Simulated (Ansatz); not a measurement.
# C₂H₁₀Si₂: up Jacob's ladder to CCSD(T)

The task here is to estimate one member of a computed series from the others.

The runs use Ansatz 0.2.0, Gaussian basis; functionals in def2-TZVPP, the program's frozen cores in correlated methods.

Plan: PBE-D4, r2SCAN-D4, PBE0-D4, B3LYP-D4, ωB97X-V, ωB97M-V, B2PLYP; CCSD(T)/def2-TZVPP; MP2/def2-QZVPP; extrapolation to the limit.

### Structure used throughout

An earlier PBE0-D4 in a triple-zeta def2 set relaxation fixed the geometry.

14 atoms, charge 0, spin multiplicity 1.

Atoms are counted from 1 here; the program's logs count them from 0.

Bond lengths: C1–Si2 1.879 Å, C1–H5 1.093 Å, C1–H6 1.092 Å, C1–H7 1.092 Å, Si2–Si3 2.342 Å, Si2–H8 1.493 Å, Si2–H9 1.491 Å, Si3–C4 1.879 Å, Si3–H10 1.493 Å, Si3–H11 1.491 Å, C4–H12 1.092 Å, C4–H13 1.093 Å, C4–H14 1.092 Å. Angles: Si2–C1–H5 110.8°, Si2–C1–H6 110.8°, Si2–C1–H7 110.9°, H5–C1–H6 108.1°, H5–C1–H7 108.0°, H6–C1–H7 108.2°, C1–Si2–Si3 111.5°, C1–Si2–H8 109.5°, C1–Si2–H9 109.9°, Si3–Si2–H8 109.0°, Si3–Si2–H9 109.6°, H8–Si2–H9 107.2°, Si2–Si3–C4 111.5°, Si2–Si3–H10 109.0°, Si2–Si3–H11 109.6°, C4–Si3–H10 109.5°, C4–Si3–H11 109.9°, H10–Si3–H11 107.2° and more.

Set-up of the first run:

in.yaml

```yaml
crystal:
  periodic: [false, false, false]
  atoms:
    - {symbol: C, position_ang: [-1.269628, 1.705178, -0.438738]}
    - {symbol: Si, position_ang: [-0.845658, 0.577642, 1.003712]}
    - {symbol: Si, position_ang: [1.134842, -0.609049, 0.611487]}
    - {symbol: C, position_ang: [1.004572, -1.674765, -0.930921]}
    - {symbol: H, position_ang: [-1.401492, 1.128423, -1.357183]}
    - {symbol: H, position_ang: [-0.473242, 2.433526, -0.607708]}
    - {symbol: H, position_ang: [-2.195631, 2.251757, -0.246929]}
    - {symbol: H, position_ang: [-1.958222, -0.393397, 1.222192]}
    - {symbol: H, position_ang: [-0.709575, 1.380504, 2.253116]}
    - {symbol: H, position_ang: [2.259017, 0.360575, 0.454944]}
    - {symbol: H, position_ang: [1.449990, -1.462291, 1.793345]}
    - {symbol: H, position_ang: [0.195142, -2.401599, -0.831922]}
    - {symbol: H, position_ang: [0.802478, -1.060743, -1.811658]}
    - {symbol: H, position_ang: [1.933608, -2.221760, -1.106136]}
basis:
  gaussian: {orbitals: def2-TZVPP}
hamiltonian: {xc: pbe, dispersion: d4}
output: {forces: true, orbitals: {seedname: orbitals}}
```

On the command line:

```
$ ansatz run in.yaml --threads 4 --pin off --events-out ev --progress --plain --max-ram 10444MiB
```

Steps of the session up to this table: PBE-D4 (GGA); r2SCAN-D4 (meta-GGA); PBE0-D4 (hybrid); B3LYP-D4 (hybrid); ωB97X-V (range-separated); ωB97M-V (range-separated); B2PLYP (double hybrid); CCSD(T) in def2-TZVPP; MP2 in def2-QZVPP.

One table of the session follows, with a row left open; its other results are not shown here.

```
            method  atomisation energy (kJ/mol)
            PBE-D4                       4782.5
         r2SCAN-D4                       4786.4
           PBE0-D4                       4766.0
          B3LYP-D4                       4785.4
           ωB97X-V                       4805.8
           ωB97M-V                       4787.6
            B2PLYP                       4724.5
     HF/def2-TZVPP                            ?
    MP2/def2-TZVPP                       4663.4
   CCSD/def2-TZVPP                       4639.3
CCSD(T)/def2-TZVPP                       4680.7
           MP2/CBS                       4767.5
       CCSD(T)/CBS                       4784.8
```

Q: Estimate the row for HF/def2-TZVPP from the others.

As computed: atomisation energy (kJ/mol): 3684.5. In the column «atomisation energy (kJ/mol)» it is the lowest.
